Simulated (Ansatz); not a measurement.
# C3H10Ge: small, medium and large basis sets

The task here is to estimate one member of a computed series from the others.

The runs use Ansatz 0.2.0, Gaussian basis; one geometry, several basis sets.

The runs, in order: PBE0-D4/def2-SVP; ωB97M-V/def2-SVP; PBE0-D4/def2-QZVPP; ωB97M-V/def2-QZVPP; the functionals' def2-TZVPP values are taken from earlier runs.

### The geometry

All runs share one geometry, relaxed beforehand with PBE0-D4 in a triple-zeta def2 set.

SMILES `C[CH](C)[GeH3]`, 14 atoms, charge 0, spin multiplicity 1.

Atoms are counted from 1 here; the program's logs count them from 0.

Bond lengths: C1–C2 1.523 Å, C1–H5 1.093 Å, C1–H6 1.095 Å, C1–H7 1.094 Å, C2–C3 1.523 Å, C2–Ge4 1.969 Å, C2–H8 1.096 Å, C3–H9 1.094 Å, C3–H10 1.093 Å, C3–H11 1.095 Å, Ge4–H12 1.541 Å, Ge4–H13 1.542 Å, Ge4–H14 1.541 Å. Angles: C2–C1–H5 112.1°, C2–C1–H6 110.8°, C2–C1–H7 111.2°, H5–C1–H6 107.6°, H5–C1–H7 107.6°, H6–C1–H7 107.2°, C1–C2–C3 111.7°, C1–C2–Ge4 110.8°, C1–C2–H8 108.8°, C3–C2–Ge4 110.8°, C3–C2–H8 108.8°, Ge4–C2–H8 105.7°, C2–C3–H9 111.2°, C2–C3–H10 112.1°, C2–C3–H11 110.8°, H9–C3–H10 107.6°, H9–C3–H11 107.2°, H10–C3–H11 107.6° and more.

Set-up of the first run:

Contents of in.yaml:

```yaml
crystal:
  periodic: [false, false, false]
  atoms:
    - {symbol: C, position_ang: [-0.746704, 1.014728, -0.867626]}
    - {symbol: C, position_ang: [-0.335735, 0.139149, 0.308210]}
    - {symbol: C, position_ang: [0.869714, 0.711121, 1.041573]}
    - {symbol: Ge, position_ang: [0.015523, -1.705744, -0.283096]}
    - {symbol: H, position_ang: [-1.634214, 0.630773, -1.376733]}
    - {symbol: H, position_ang: [-0.970274, 2.033874, -0.534206]}
    - {symbol: H, position_ang: [0.056053, 1.085027, -1.608227]}
    - {symbol: H, position_ang: [-1.175888, 0.070316, 1.008595]}
    - {symbol: H, position_ang: [1.743020, 0.767210, 0.384263]}
    - {symbol: H, position_ang: [1.147166, 0.108795, 1.910178]}
    - {symbol: H, position_ang: [0.663950, 1.727450, 1.394501]}
    - {symbol: H, position_ang: [0.394369, -2.599614, 0.913472]}
    - {symbol: H, position_ang: [1.185489, -1.709657, -1.287723]}
    - {symbol: H, position_ang: [-1.225470, -2.302828, -0.974281]}
basis:
  gaussian: {orbitals: def2-SVP}
hamiltonian: {xc: pbe0, dispersion: d4}
output: {orbitals: {seedname: orbitals}}
```

On the command line:

```sh
$ ansatz run in.yaml --threads 2 --pin off --events-out ev --progress --plain --max-ram 32768MiB --backend cpu
```

Steps of the session up to this table: PBE0-D4 in def2-SVP; ωB97M-V in def2-SVP; PBE0-D4 in def2-QZVPP; ωB97M-V in def2-QZVPP.

One table of the session follows, with a row left open; its other results are not shown here.

It belongs to the step «Functionals by basis». 

| functional | basis | HOMO (eV) | LUMO (eV) |
| --- | --- | --- | --- |
| PBE0-D4 | def2-SVP | -7.91 | 1.20 |
| PBE0-D4 | def2-TZVPP | -7.91 | 0.77 |
| PBE0-D4 | def2-QZVPP | ? | ? |
| ωB97M-V | def2-SVP | -10.07 | 2.92 |
| ωB97M-V | def2-TZVPP | -10.08 | 2.29 |
| ωB97M-V | def2-QZVPP | -10.08 | 1.75 |

Q: Estimate the row for PBE0-D4, def2-QZVPP from the others.

As computed: HOMO (eV): -7.91; LUMO (eV): 0.47.
